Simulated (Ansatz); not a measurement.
# CH₃AlBr radical: up Jacob's ladder to CCSD(T)

One table from this session's results is given with a row withheld; the runs are named, their logs left out.

Computed with Ansatz 0.2.0, Gaussian basis. Level: functionals in def2-TZVPP, the program's frozen cores in correlated methods.

Plan: LDA (SPW92), PBE-D4, revPBE-D4, BLYP-D4, r2SCAN-D4, B97M-V, PBE0-D4, B3LYP-D4, r2SCANh-D4, r2SCAN0-D4, HSE06-D4, BHLYP-D4, CAM-B3LYP-D4, LC-ωPBE, ωB97X-V, ωB97M-V, B2PLYP, PBE-QIDH; CCSD(T)/def2-SVP; CCSD(T)/def2-TZVPP; MP2/def2-QZVPP; extrapolation to the limit; RPA on PBE.

### Structure used throughout

An earlier PBE0-D4 in a triple-zeta def2 set relaxation fixed the geometry.

6 atoms, charge 0, spin multiplicity 2.

Atoms are counted from 1 here; the program's logs count them from 0.

Bond lengths: C1–Al2 1.965 Å, C1–H4 1.094 Å, C1–H5 1.093 Å, C1–H6 1.094 Å, Al2–Br3 2.287 Å. Angles: Al2–C1–H4 110.3°, Al2–C1–H5 110.3°, Al2–C1–H6 110.4°, H4–C1–H5 109.1°, H4–C1–H6 107.5°, H5–C1–H6 109.1°, C1–Al2–Br3 117.6°.

The first run:

File in.yaml:

```yaml
crystal:
  periodic: [false, false, false]
  atoms:
    - {symbol: C, position_ang: [-0.392126, 0.512198, -0.308557]}
    - {symbol: Al, position_ang: [1.119925, -0.742324, -0.306576]}
    - {symbol: Br, position_ang: [1.361482, -2.105692, 1.514084]}
    - {symbol: H, position_ang: [-0.031450, 1.541921, -0.383990]}
    - {symbol: H, position_ang: [-0.975810, 0.403716, 0.608661]}
    - {symbol: H, position_ang: [-1.039920, 0.326181, -1.169823]}
basis:
  gaussian: {orbitals: def2-TZVPP}
magnetization: {spin_polarized: true, initial_magnetization: 1}
hamiltonian: {xc: lda}
output: {orbitals: {seedname: orbitals}}
```

Among the steps run: LDA; PBE-D4 (GGA); revPBE-D4 (GGA); BLYP-D4 (GGA); r2SCAN-D4 (meta-GGA); B97M-V (meta-GGA); PBE0-D4 (hybrid); B3LYP-D4 (hybrid); r2SCANh-D4 (hybrid); r2SCAN0-D4 (hybrid); HSE06-D4 (hybrid); BHLYP-D4 (hybrid); CAM-B3LYP-D4 (range-separated); LC-ωPBE-D4 (range-separated; the results give it without D4); ωB97X-V (range-separated); ωB97M-V (range-separated); B2PLYP (double hybrid); PBE-QIDH (double hybrid).

One of the session's tables, all rows but one given; the rest of the session is left out.

It belongs to the step «Frontier levels by functional». 

```
  functional  HOMO (eV)  LUMO (eV)  gap (eV)
 LDA (SPW92)      -4.74      -3.67      1.07
      PBE-D4      -4.74      -3.30      1.44
   revPBE-D4          ?          ?         ?
     BLYP-D4      -4.54      -3.34      1.20
   r2SCAN-D4      -5.04      -2.84      2.20
      B97M-V      -4.71      -3.59      1.12
     PBE0-D4      -5.76      -2.50      3.25
    B3LYP-D4      -5.51      -2.89      2.62
  r2SCANh-D4      -5.41      -2.61      2.80
  r2SCAN0-D4      -5.97      -2.27      3.70
    HSE06-D4      -5.37      -2.88      2.49
    BHLYP-D4      -6.60      -1.87      4.73
CAM-B3LYP-D4      -6.92      -1.74      5.18
     LC-ωPBE      -8.27      -0.40      7.87
     ωB97X-V      -7.80      -0.90      6.90
     ωB97M-V      -7.40      -1.06      6.34
```

Q: Estimate the row for revPBE-D4 from the others.

**Answer.** HOMO (eV): -4.72; LUMO (eV): -3.16; gap (eV): 1.56. In the column «HOMO (eV)» it lies between PBE-D4 (-4.74) and B97M-V (-4.71).
